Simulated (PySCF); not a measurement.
# CuH−: from the state search to spectroscopic constants

One job finds the state of CuH−, follows it along the bond with each method and fits the curves.

Computed with PySCF 2.14.0. Level: Cu def2-TZVPPD, H def2-TZVPPD, no relativity.

2 further runs of the same task are left out: 2 set aside as unsound or not needed.

## (1) Set-up

The job is set up so:

- atoms: Cu, H
- charge: -1
- basis: Cu def2-TZVPPD, H def2-TZVPPD
- Hamiltonian: no relativity
- basis functions: 84
- electrons treated: 31
- masses in u: 62.9296, 1.0078
- levels: PBE0, PBE, r²SCAN, M06-2X, BHandHLYP, B97-3, MN15, BP86, CAM-B3LYP, MP2, SCS-MP2, CCSD, CCSD(T)
- grid: 80 radial by 434 angular points
- occupations: held fixed by the projection of orbital angular momentum
- dissociation limit: Cu− + H, each in its ground configuration
- starting distance in angstrom: 1.555
- values of 2S to try: 1, 3

Started as:

```bash
$ OMP_NUM_THREADS=1 python dia.py task.json out
```

Further steps of the session: First curve: PBE0; PBE (GGA); r²SCAN (meta-GGA); M06-2X (hybrid meta-GGA); BHandHLYP (global hybrid GGA); B97-3 (global hybrid GGA); MN15 (hybrid meta-GGA); BP86 (GGA); CAM-B3LYP; MP2 and coupled cluster.

Q: Predict the outcome of this session. Wanted: for each run, Re; ωe; De; μ.

**Answer**, as computed:

Lowest PBE0 solution found, without spin–orbit coupling: ²Σ⁺ (doublet), unpaired electrons σ ↑.

| level | Re (Å) | ωe (cm⁻¹) | De (eV) | μ (D) |
| --- | --- | --- | --- | --- |
| UHF-MP2 | 1.499 | 1739 | 2.20 | n/a |
| UHF-SCS-MP2 | 1.523 | 1642 | 2.15 | n/a |
| UHF-CCSD | 1.566 | 1487 | 2.06 | n/a |
| UHF-CCSD(T) | 1.547 | 1550 | 2.06 | n/a |
| PBE | 1.556 | 1555 | 2.07 | 0.72 |
| BP86 | 1.555 | 1555 | 2.17 | 0.63 |
| r²SCAN | 1.543 | 1596 | 2.27 | 0.54 |
| PBE0 | 1.564 | 1529 | 2.07 | 0.71 |
| B97-3 | 1.583 | 1461 | 1.92 | 0.81 |
| MN15 | 1.586 | 1475 | 1.84 | -0.20 |
| BHandHLYP | 1.590 | 1447 | 2.01 | 0.44 |
| M06-2X | 1.647 | 1302 | 1.91 | 0.15 |
| CAM-B3LYP | 1.563 | 1541 | 2.17 | 0.48 |

De is counted to Cu− + H in their ground configurations. A positive dipole points from Cu to H; in an ion it is taken about the centre of mass and does not tell which atom is negative.

Differences from CCSD(T) in the same basis:

| level | Re (mÅ) | ωe (%) |
| --- | --- | --- |
| UHF-MP2 | -49 | +12.2 |
| UHF-SCS-MP2 | -24 | +5.9 |
| UHF-CCSD | +18 | -4.1 |
| PBE | +9 | +0.3 |
| BP86 | +8 | +0.3 |
| r²SCAN | -4 | +3.0 |
| PBE0 | +17 | -1.4 |
| B97-3 | +36 | -5.7 |
| MN15 | +39 | -4.9 |
| BHandHLYP | +42 | -6.7 |
| M06-2X | +99 | -16.0 |
| CAM-B3LYP | +16 | -0.6 |

Against CCSD(T) in the same basis, the bond length is nearest at r²SCAN (-4 mÅ) and farthest at M06-2X (+99 mÅ); the wavenumber is nearest at PBE and BP86 (+0.3 %) and farthest at M06-2X (-16.0 %). Among the levels with a De in the table, it runs from 1.84 eV (MN15) to 2.27 eV (r²SCAN).

Correlated steps freeze 5 core orbitals. The state is the lowest single determinant that the PBE0 search found; with open d or f shells the true ground state can be another one. With some functionals the highest level of the anion is positive, from self-interaction error or because the anion is truly unbound there; the finite basis then holds the extra electron, and no neutral molecule was run to test the binding.
